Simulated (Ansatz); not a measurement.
# GeHO+ (triplet): the correlation ladder, cc-pVTZ

One table from this session's results is given with a row withheld; the runs are named, their logs left out.

The runs use Ansatz 0.2.0, Gaussian basis; cc-pVTZ, core rule «outside noble gas», up to 15 orbitals frozen.

To be run: UHF; CCSD(T) on ROHF; CCSD(T) on UHF; BCCD(T) on ROHF; CCSDT(Q) on ROHF; CCSDT(Q) on UHF; CASSCF and MRCISD+Q, 10 electrons in 9 orbitals; CASSCF and NEVPT2, 10 electrons in 9 orbitals.

7 further runs of the same task are left out: 2 for a known fault of the program, 5 set aside as unsound or not needed.

### The geometry

The geometry is a PBE0/def2-TZVP stationary point (not a proven minimum) of the parent state, kept for this charge and spin. No spin-orbit coupling is included. The filled d shell of Ge may be among the frozen orbitals whatever the setting's name suggests; the logs give the count.

3 atoms, charge 1, spin multiplicity 3.

Atoms are counted from 1 here; the program's logs count them from 0.

Bond lengths: Ge1–O2 1.651 Å, Ge1–H3 1.599 Å. Angles: O2–Ge1–H3 112.9°.

Set-up of the first run:

The input, in.yaml:

```yaml
crystal:
  periodic: [false, false, false]
  atoms:
    - {symbol: Ge, position_ang: [0.000000, -0.040516, 0.285357]}
    - {symbol: O, position_ang: [0.000000, 0.097280, -1.360296]}
    - {symbol: H, position_ang: [0.000000, 1.375714, 1.027442]}
basis:
  gaussian: {orbitals: cc-pVTZ}
total_charge: 1
magnetization: {spin_polarized: true, initial_magnetization: 2}
hamiltonian: {xc: hf}
output: {orbitals: {seedname: orbitals}}
```

Launch:

```sh
> ansatz run in.yaml --threads 1 --pin off --events-out ev --progress --plain --max-ram 4096MiB --backend cpu
```

Among the steps run: UHF; CCSD(T) on ROHF; CCSD(T) on UHF; BCCD(T) on ROHF; CCSDT(Q) on ROHF; CCSDT(Q) on UHF; CASSCF and MRCISD+Q, 10 electrons in 9 orbitals; CASSCF and NEVPT2, 10 electrons in 9 orbitals.

One table of the session follows, with a row left open; its other results are not shown here.

| method | from UCCSDT(Q) (meV) |
| --- | --- |
| ROHF | +8007.8 |
| UHF | +7764.7 |
| RMP2 | +947.4 |
| UMP2 | +942.0 |
| RCCSD | +328.1 |
| UCCSD | +314.1 |
| RCCSD(T) | +56.0 |
| UCCSD(T) | +48.7 |
| BCCD(T) | +55.7 |
| RCCSDT | ? |
| UCCSDT | +15.8 |
| RCCSDT(Q) | +12.2 |
| UCCSDT(Q) | 0 |
| CASSCF valence | +5753.1 |
| NEVPT2 valence | +1064.1 |
| MRCISD valence | +370.1 |
| MRCISD+Q valence | +72.4 |

Q: Estimate the row for RCCSDT from the others.

The run gave: from UCCSDT(Q) (meV): +24.1. In the column «from UCCSDT(Q) (meV)» it lies between UCCSDT (+15.8) and UCCSD(T) (+48.7).

Limits of these values: Restricted and unrestricted rows rest on different reference determinants; where their highest levels disagree by more than a few hundredths of an eV, they describe different states and don't form one ladder.
